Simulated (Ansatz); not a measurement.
# CH5BN2O, SMILES C=NB(N)O: harmonic frequencies at the relaxed geometry

Run with the Python package of Ansatz (0.2.0).

`freq_ch5bn2o.py`:
```python
# -*- coding: utf-8 -*-
import itertools

import ansatz as az
from ase.data import atomic_numbers, covalent_radii
import numpy as np

SETTINGS = {
    "basis_set": "def2-SVP",
    "functional": "PBE0",
}

GEOMETRY = """
C    -1.05030    1.13530   -0.99780
N     0.14270    0.97180   -0.76510
B     0.60690   -0.00850    0.26280
N    -0.26840   -0.82750    1.09600
O     2.07790   -0.15010    0.49380
H    -1.88440    0.66960   -0.47540
H    -1.35440    1.90250   -1.76570
H    -0.77290   -1.48220    0.43390
H     0.21780   -1.40490    1.80610
H     2.36820   -0.85700   -0.08570
"""

geometry = az.Crystal.molecule()
for line in GEOMETRY.strip().splitlines():
    symbol, *xyz = line.split()
    geometry = geometry.atom(symbol, [float(v) for v in xyz])

model = (
    geometry.calculation()
    .basis(gaussian=SETTINGS["basis_set"])
    .functional(SETTINGS["functional"])
)
symbols = [site.symbol for site in geometry.cartesian_sites]
start = np.array([site.position_ang for site in geometry.cartesian_sites], dtype=float)
summary = model.relax(force_tolerance=0.003).run(threads=1).report
end = np.array(summary["positions_ang"])

radius = [covalent_radii[atomic_numbers[s]] for s in symbols]
span = lambda where, i, j: np.linalg.norm(where[i] - where[j])
bonded = [(i, j) for i, j in itertools.combinations(range(len(symbols)), 2) if min(span(start, i, j), span(end, i, j)) < 1.2 * (radius[i] + radius[j])]
print("pair        before    after (A)")
for i, j in bonded:
    print(f"{symbols[i]}{i}-{symbols[j]}{j}".ljust(10), f"{span(start, i, j):8.4f} {span(end, i, j):8.4f}")

minimum = az.Crystal.molecule()
for symbol, place in zip(symbols, end):
    minimum = minimum.atom(symbol, place.tolist())
vibrating = (
    minimum.calculation()
    .basis(gaussian=SETTINGS["basis_set"])
    .functional(SETTINGS["functional"])
    .phonons(temperatures=(200, 600, 100))
)
vib = vibrating.run(threads=1).report["vibrations"]
sums = vib["harmonic_sums"]
modes = [m["omega_inv_cm"] for m in sums["modes_at_gamma"] if m["rigid_motion"] == "no"]
for number, w in enumerate(modes, start=1):
    print(f"mode {number:2d} {w:9.1f} 1/cm {w / 8065.544 * 1000:8.2f} meV")
print("imaginary modes:", sum(w < 0 for w in modes), " zero-point energy:", round(sums["zero_point_energy_ev"], 4), "eV")
print("T (K)   F_vib (eV)   S_vib (meV/K)   C_vib (meV/K)")
for row in zip(sums["temperatures_k"], sums["vibrational_free_energy_ev"], vib["entropy_ev_per_k"], vib["heat_capacity_ev_per_k"]):
    print(f"{row[0]:6.1f} {row[1]:11.4f} {1000 * row[2]:13.4f} {1000 * row[3]:15.4f}")
```

```console
$ python freq_ch5bn2o.py
pair        before    after (A)
C0-N1        1.2264   1.2589
C0-H5        1.0888   1.1115
C0-H6        1.1273   1.1063
N1-B2        1.4943   1.4561
B2-N3        1.4598   1.4076
B2-O4        1.4957   1.3718
N3-H7        1.0590   1.0085
N3-H8        1.0364   1.0106
O4-H9        0.9591   0.9612
mode  1      86.0 1/cm    10.66 meV
mode  2     194.4 1/cm    24.11 meV
mode  3     328.5 1/cm    40.73 meV
mode  4     372.4 1/cm    46.17 meV
mode  5     389.2 1/cm    48.25 meV
mode  6     459.3 1/cm    56.94 meV
mode  7     559.7 1/cm    69.40 meV
mode  8     634.4 1/cm    78.66 meV
mode  9     707.8 1/cm    87.75 meV
mode 10     795.6 1/cm    98.64 meV
mode 11     898.7 1/cm   111.42 meV
mode 12    1018.2 1/cm   126.24 meV
mode 13    1108.2 1/cm   137.41 meV
mode 14    1221.6 1/cm   151.46 meV
mode 15    1351.6 1/cm   167.58 meV
mode 16    1443.7 1/cm   179.00 meV
mode 17    1529.2 1/cm   189.60 meV
mode 18    1599.9 1/cm   198.36 meV
mode 19    1825.0 1/cm   226.27 meV
mode 20    2984.5 1/cm   370.03 meV
mode 21    3084.4 1/cm   382.42 meV
mode 22    3656.3 1/cm   453.32 meV
mode 23    3771.0 1/cm   467.55 meV
mode 24    3931.8 1/cm   487.48 meV
imaginary modes: 0  zero-point energy: 2.1047 eV
T (K)   F_vib (eV)   S_vib (meV/K)   C_vib (meV/K)
 200.0      2.0811        0.3009          0.4256
 300.0      2.0402        0.5181          0.6553
 400.0      1.9776        0.7340          0.8495
 500.0      1.8937        0.9413          1.0089
 600.0      1.7897        1.1371          1.1383
```

The frequencies are harmonic and unscaled, in a modest basis. The result belongs to the one conformer reached from this start, and soft torsions count as harmonic oscillators. Hardware and time: 3.5 min on 1 thread of Arm Neoverse V2, on a shared host, peak memory 0.27 GiB.

(A comment or docstring line of the script was reworded after the run, the code is as it ran; lines on the test bed's own set-up are left out of the output.)
